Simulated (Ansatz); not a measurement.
**P (Cmce): an equation of state far from equilibrium**

The task here is to estimate one member of a computed series from the others.

Method: DFT PBE, scalar-relativistic, plane waves, PAW, in Ansatz 0.2.0.

The runs add the D3(BJ) dispersion term to the functional named.

## The system as given

The structure is orthorhombic, space group Cmce (No. 64). Conventional cell: a = 3.322 Å, b = 10.197 Å, c = 4.164 Å, α = 90.00°, β = 90.00°, γ = 90.00°. P (site symmetry m) has 3 P at 2.23 to 2.25 Å as nearest neighbours.

As a file:

```
CELL_PARAMETERS angstrom
1.66118 -5.09856 0.00000
1.66118 5.09856 0.00000
0.00000 0.00000 4.16351
ATOMIC_POSITIONS crystal
P 0.89362 0.10638 0.07184
P 0.60638 0.39362 0.57184
P 0.10638 0.89362 0.92816
P 0.39362 0.60638 0.42816
```

An earlier run at PBE left this cell at 17.632 Å³/atom and -0.01 GPa (12×12×10 mesh).

The first run:

The input, input.yaml:

```yaml
crystal:
  lattice:
    - [1.6387247142, -5.0296552022, 0.0]
    - [1.6387247142, 5.0296552022, 0.0]
    - [0.0, 0.0, 4.1072356196]
  atoms:
    - { symbol: P, position: [0.8936157855, 0.1063842145, 0.0718370132] }
    - { symbol: P, position: [0.6063842145, 0.3936157855, 0.5718370132] }
    - { symbol: P, position: [0.1063842145, 0.8936157855, 0.9281629868] }
    - { symbol: P, position: [0.3936157855, 0.6063842145, 0.4281629868] }
basis:
  ecutwfc: 420
  ecutrho_ratio: 4
kpoints:
  mp_grid: { grid: [12, 12, 10] }
hamiltonian:
  xc: pbe
  dispersion: d3bj
scf:
  occupations: { method: gaussian, width: 0.05 }
output:
  forces: true
  stress: true
  eigenvalues: true
relax:
  f_tol: 0.01
  max_steps: 40
  cell: { stress_tol: 0.1, fix: [volume] }
```

Run with:

```console
$ ansatz run input.yaml --threads 2 --pin off --max-ram 5120MiB --backend cpu --events-out ev --progress --plain --runs-dir out
```

Steps of the session up to this table: Volume × 0.96; Volume × 1.04; Volume × 0.92; Volume × 0.88; Volume × 0.84; Volume × 0.8.

One table of the session follows, with a row left open; its other results are not shown here.

| volume (Å³/atom) | energy above the lowest (meV/atom) | pressure (GPa) |
| --- | --- | --- |
| 14.105 | 87.3 | 10.5 |
| 14.811 | ? | ? |
| 15.516 | 24.5 | 4.2 |
| 16.221 | 10.4 | 2.5 |
| 16.926 | 2.6 | 1.2 |
| 17.632 | 0.0 | 0.0 |
| 18.337 | 2.3 | -1.0 |

Estimate the missing values for volume (Å³/atom) = 14.811.

Worked estimate for «energy above the lowest (meV/atom)». A straight line through the neighbours (14.105, 87.3) and (15.516, 24.5) gives 87.3 + (24.5 − 87.3) × (14.811 − 14.105) / (15.516 − 14.105) = 55.9; a parabola fitted to 3 rows on both sides gives 50.1.

As computed: energy above the lowest (meV/atom): 48.9; pressure (GPa): 7.1. In «energy above the lowest (meV/atom)» the line misses by +7.0 and the parabola by +1.2.

Limits of these values: The k mesh is not the same at all volumes. Other structures may be lower in enthalpy at these pressures.
